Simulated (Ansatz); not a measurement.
# C3H12ClGeN3: up Jacob's ladder to CCSD(T)

How much do the methods differ for C3H12ClGeN3? The plan is to run it at one geometry with functionals of several rungs and with coupled cluster, and see how far each lands from CCSD(T) at the basis-set limit for the atomisation energy.

Computed with Ansatz 0.2.0, Gaussian basis. Level: functionals in def2-TZVPP, the program's frozen cores in correlated methods.

Plan: LDA (SPW92), PBE-D4, revPBE-D4, BLYP-D4, r2SCAN-D4, B97M-V, PBE0-D4, B3LYP-D4, r2SCANh-D4, r2SCAN0-D4, HSE06-D4, BHLYP-D4, CAM-B3LYP-D4, LC-ωPBE, ωB97X-V, ωB97M-V, B2PLYP, PBE-QIDH; CCSD(T)/def2-SVP; CCSD(T)/def2-TZVPP; MP2/def2-QZVPP; extrapolation to the limit; RPA on PBE.

**1. Structure used throughout**

The geometry comes from an earlier relaxation with PBE0-D4 in a triple-zeta def2 set; it is a stationary point, not always the lowest conformer.

SMILES `C[NH][Ge]([Cl])([NH]C)[NH]C`, 20 atoms, charge 0, spin multiplicity 1.

Atoms are counted from 1 here; the program's logs count them from 0.

Bond lengths: C1–N2 1.448 Å, C1–H9 1.092 Å, C1–H10 1.098 Å, C1–H11 1.094 Å, N2–Ge3 1.810 Å, N2–H12 1.009 Å, Ge3–Cl4 2.170 Å, Ge3–N5 1.814 Å, Ge3–N7 1.816 Å, N5–C6 1.447 Å, N5–H13 1.008 Å, C6–H14 1.093 Å, C6–H15 1.098 Å, C6–H16 1.094 Å, N7–C8 1.453 Å, N7–H17 1.010 Å, C8–H18 1.091 Å, C8–H19 1.097 Å and more. Angles: N2–C1–H9 109.3°, N2–C1–H10 114.1°, N2–C1–H11 110.2°, H9–C1–H10 107.6°, H9–C1–H11 107.1°, H10–C1–H11 108.3°, C1–N2–Ge3 121.7°, C1–N2–H12 114.0°, Ge3–N2–H12 113.5°, N2–Ge3–Cl4 106.7°, N2–Ge3–N5 115.8°, N2–Ge3–N7 105.0°, Cl4–Ge3–N5 102.8°, Cl4–Ge3–N7 114.0°, N5–Ge3–N7 112.7°, Ge3–N5–C6 121.6°, Ge3–N5–H13 115.6°, C6–N5–H13 114.7° and more.

**2. LDA**

This LDA is Slater exchange with PW92 correlation.

File in.yaml:

```yaml
crystal:
  periodic: [false, false, false]
  atoms:
    - {symbol: C, position_ang: [2.402755, 1.122691, 0.287597]}
    - {symbol: N, position_ang: [1.483175, 0.117258, -0.203748]}
    - {symbol: Ge, position_ang: [-0.128657, -0.158896, 0.571413]}
    - {symbol: Cl, position_ang: [0.252937, -0.628534, 2.655652]}
    - {symbol: N, position_ang: [-1.212853, 1.291591, 0.679230]}
    - {symbol: C, position_ang: [-1.781414, 1.903520, -0.502100]}
    - {symbol: N, position_ang: [-0.873223, -1.522974, -0.367346]}
    - {symbol: C, position_ang: [-0.210399, -2.812974, -0.456641]}
    - {symbol: H, position_ang: [2.447298, 1.070588, 1.377450]}
    - {symbol: H, position_ang: [2.129909, 2.150517, 0.015940]}
    - {symbol: H, position_ang: [3.411836, 0.926126, -0.085256]}
    - {symbol: H, position_ang: [1.465335, 0.034543, -1.209046]}
    - {symbol: H, position_ang: [-1.794175, 1.341017, 1.500712]}
    - {symbol: H, position_ang: [-1.043190, 1.897805, -1.308524]}
    - {symbol: H, position_ang: [-2.682905, 1.404969, -0.882635]}
    - {symbol: H, position_ang: [-2.030709, 2.951086, -0.308144]}
    - {symbol: H, position_ang: [-1.867604, -1.609907, -0.214221]}
    - {symbol: H, position_ang: [0.858954, -2.660502, -0.612757]}
    - {symbol: H, position_ang: [-0.327487, -3.431736, 0.441715]}
    - {symbol: H, position_ang: [-0.591185, -3.376987, -1.313190]}
basis:
  gaussian: {orbitals: def2-TZVPP}
hamiltonian: {xc: lda}
output: {orbitals: {seedname: orbitals}}
```

Command:

```bash
ansatz run in.yaml --threads 4 --pin off --events-out ev --progress --plain --max-ram 46080MiB --backend cuda --devices 0, --max-vram 37GiB
```

After this run come: PBE-D4 (GGA); revPBE-D4 (GGA); BLYP-D4 (GGA); r2SCAN-D4 (meta-GGA); B97M-V (meta-GGA); B3LYP-D4 (hybrid); r2SCANh-D4 (hybrid); r2SCAN0-D4 (hybrid); HSE06-D4 (hybrid); BHLYP-D4 (hybrid); CAM-B3LYP-D4 (range-separated); LC-ωPBE (range-separated); ωB97X-V (range-separated); ωB97M-V (range-separated); B2PLYP (double hybrid); PBE-QIDH (double hybrid); CCSD(T) in def2-SVP; CCSD(T) in def2-TZVPP; MP2 in def2-QZVPP; RPA on PBE orbitals.

Q: Predict the results of all the runs planned. Wanted: atomisation energy, CCSD(T)/CBS; farthest beyond LDA; mean size of error, GGA; mean size of error, meta-GGA; mean size of error, hybrid; mean size of error, range-separated; mean size of error, double hybrid; gap, smallest and largest; T1 diagnostic.

**Answer**, as computed:

```
                               quantity                                                                                                                              value
        atomisation energy, CCSD(T)/CBS                                                                                                                      7230.8 kJ/mol
 functionals within 72.3 kJ/mol (1.0 %)  revPBE-D4, BLYP-D4, r2SCAN-D4, B97M-V, PBE0-D4, B3LYP-D4, r2SCANh-D4, HSE06-D4, CAM-B3LYP-D4, LC-ωPBE, ωB97X-V, ωB97M-V, PBE-QIDH
                    farthest beyond LDA                                                                                                           BHLYP-D4 (-204.3 kJ/mol)
                mean size of error, GGA                                                                                                                        62.3 kJ/mol
           mean size of error, meta-GGA                                                                                                                        14.8 kJ/mol
             mean size of error, hybrid                                                                                                                        72.2 kJ/mol
    mean size of error, range-separated                                                                                                                        29.8 kJ/mol
      mean size of error, double hybrid                                                                                                                        73.0 kJ/mol
              gap, smallest and largest                                                                                          4.79 eV (LDA (SPW92)), 12.21 eV (LC-ωPBE)
                          T1 diagnostic                                                                                                                             0.0103
triples share of the correlation energy                                                                                                                              3.9 %
```

In words: The LDA atomisation energy is off by 1066.1 kJ/mol (15 %): it overbinds. PBE-D4 is off by +142.4 kJ/mol. Double hybrids carry the basis error of their MP2 part in triple zeta, and no dispersion term here, so their miss is partly the set-up's. The rungs meta-GGA, range-separated, GGA, hybrid miss on average by less than the doubt on the reference (72.3 kJ/mol), so they tie. Misses under about 72.3 kJ/mol are within the doubt on the reference itself, which lacks core-valence correlation, relativity and higher excitations, and its outer-core shells are covered unevenly. Hartree-Fock recovers 70 % of the binding; the rest is correlation. CCSD(T) in def2-SVP is off by -442.7 kJ/mol, so the small basis spoils what the method gains. Orbital gaps span 4.8 to 12.2 eV; exact exchange widens them. Correlated methods include outer-core shells of Ge, which these sets cover unevenly.
